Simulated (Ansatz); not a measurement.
# TbBeC: the cost of one run

Method: DFT PBE, scalar-relativistic, plane waves, PAW; 4f electrons in the core of a trivalent norm-conserving potential, in Ansatz 0.2.0.

## 1. Starting point

It takes space group Cmmm (No. 65, orthorhombic). The conventional cell has a = 4.415 Å, b = 5.266 Å, c = 4.354 Å, α = 90.00°, β = 90.00°, γ = 90.00°. Around Tb (site symmetry mmm) lie 2 Be at 2.18 Å and 2 C at 2.21 Å. Around Be (site symmetry mmm) lie 2 Tb at 2.18 Å. Around C (site symmetry mmm) lie 2 Tb at 2.21 Å.

Coordinates:

```
CELL_PARAMETERS angstrom
2.20751 -2.63322 0.00000
2.20751 2.63322 0.00000
0.00000 0.00000 4.35355
ATOMIC_POSITIONS crystal
Tb 0.00000 0.00000 0.50000
Be 0.00000 0.00000 0.00000
C 0.50000 0.50000 0.50000
```

Recipe of the guess: random cell by space group and Wyckoff sites (Cmmm, No. 65). Its size is a rough estimate.

## 2. The guess as it stands, on a coarse mesh

Input file input.yaml:

```yaml
crystal:
  lattice:
    - [2.20750583, -2.63321899, 0.0]
    - [2.20750583, 2.63321899, 0.0]
    - [0.0, 0.0, 4.35355]
  atoms:
    - { symbol: Tb, position: [0.0, 0.0, 0.5] }
    - { symbol: Be, position: [0.0, 0.0, 0.0] }
    - { symbol: C, position: [0.5, 0.5, 0.5] }
basis:
  ecutwfc: 690
kpoints:
  mp_grid: { grid: [6, 6, 4] }
hamiltonian:
  xc: pbe
  pseudopotentials:
    kind: paw
    azcp: { Tb: "pseudopotentials/pbe/nc/lanthanide_3plus/Tb.nc.azcp" }
scf:
  occupations: { method: gaussian, width: 0.1 }
  lower_state_search: "off"
output:
  forces: true
  stress: true
  eigenvalues: true
```

On the command line:

```console
> ansatz run input.yaml --threads 1 --pin off --max-ram 2560MiB --backend cpu --events-out ev --progress --plain --runs-dir out
```

Q: Estimate wall time and peak memory on 1 thread of Arm Neoverse V2, shared host.

About 3.1 s, with a peak of 0.32 GiB.
